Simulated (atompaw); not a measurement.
**Tungsten: generating and testing a PAW (atompaw) potential**

Do these settings give a usable potential? It is generated, then checked for scattering, ghosts and hardness.

The numbers are computed with atompaw 4.2.0.5 (PBEsol, scalar-relativistic, spin-unpolarised reference atom).

## (1) Settings

Typed settings, in words:

```
element                 : tungsten (W, Z = 74)
type                    : PAW
frozen core             : [Xe] 4f14
valence charge          : 6
reference configuration : 5d4 6s2 6p0
partial waves           : 6s (bound): rc 3.00 bohr; 6s channel at 0.8 Ry: rc 3.00 bohr; 6p (bound, empty): rc 3.00 bohr; 6p channel at 0.55 Ry: rc 3.00 bohr; 5d (bound): rc 3.00 bohr; 5d channel at 2 Ry: rc 3.00 bohr
local potential         : bessel scheme, radius 2.80 bohr
core correction         : smooth core density matched at 2.00 bohr
augmentation charge     : besselshape compensation charge, radius 2.85 bohr; PAW radius 3.00 bohr; waves and projectors: custom rrkj vanderbiltortho
```

The outer shells as boxes (Hund's rule for the drawing; the calculation is spin-unpolarised):

```
[Xe] core
4f [↑↓][↑↓][↑↓][↑↓][↑↓][↑↓][↑↓]
5d [↑ ][↑ ][↑ ][↑ ][  ]
6s [↑↓]
6p [  ][  ][  ]
```

The nodes and maxima of the atom's own shells, from an earlier all-electron run, set the scale for the radii.

All-electron outer shells of the reference configuration (PBEsol, scalar-relativistic, ld1.x):

```json
{"shell": "5p", "level (eV)": "-43.22", "outermost node (bohr)": "0.57", "outermost maximum (bohr)": "1.09"}
{"shell": "4f", "level (eV)": "-33.24", "outermost node (bohr)": "–", "outermost maximum (bohr)": "0.43"}
{"shell": "6s", "level (eV)": "-5.75", "outermost node (bohr)": "1.28", "outermost maximum (bohr)": "2.64"}
{"shell": "5d", "level (eV)": "-4.51", "outermost node (bohr)": "0.63", "outermost maximum (bohr)": "1.49"}
{"shell": "6p", "level (eV)": "-1.33", "outermost node (bohr)": "1.54", "outermost maximum (bohr)": "3.70"}
```

## (2) The generation run

File W.input:

```
W 74
GGA-PBESOL scalarrelativistic loggrid 2001 logderivrange -2 5 176
6 6 5 4 0 0
6 1 0
5 2 4
0 0 0
c
c
c
c
c
v
c
c
c
c
v
c
c
v
c
2
3.00 2.85 2.80 2.00
y
0.8
n
y
0.55
n
y
2
n
custom rrkj vanderbiltortho besselshape
bessel
3.00
3.00
3.00
3.00
3.00
3.00
PWSCFOUT
UPFDX 0.0125d0 UPFXMIN -7.d0 UPFZMESH 74.d0
END
```

Run with:

```bash
$ atompaw < W.input > W.log
```

Q: Predict the outcome of this session. Wanted: cutoffs for 10 and 1 mRy, occupied levels; bound ghosts; largest phase difference near zero energy, channels read; lowest eigenvalue of the overlap; share of valence orbitals outside the PAW sphere; UPF file.

The runs gave:

| quantity | value |
| --- | --- |
| cutoffs for 10 and 1 mRy, occupied levels | 10 Ry and 15 Ry |
| bound ghosts | none found |
| largest phase difference near zero energy, channels read | 0.017 rad |
| lowest eigenvalue of the overlap (Bessel basis) | 0.406 (s) |
| share of valence orbitals outside the PAW sphere | 6s 50 %, 6p 84 %, 5d 15 % |
| UPF file | written |

In words: It counts as soft, with 10 Ry needed at the looser tolerance. The slowest level is 5d: taken alone it needs 12 Ry to come within 1 mRy, against 6 Ry or less for 6s. No bound ghost shows. Near zero energy the phases of the channels with partial waves agree within 0.017 rad. All of this concerns the isolated atom, not yet a solid.
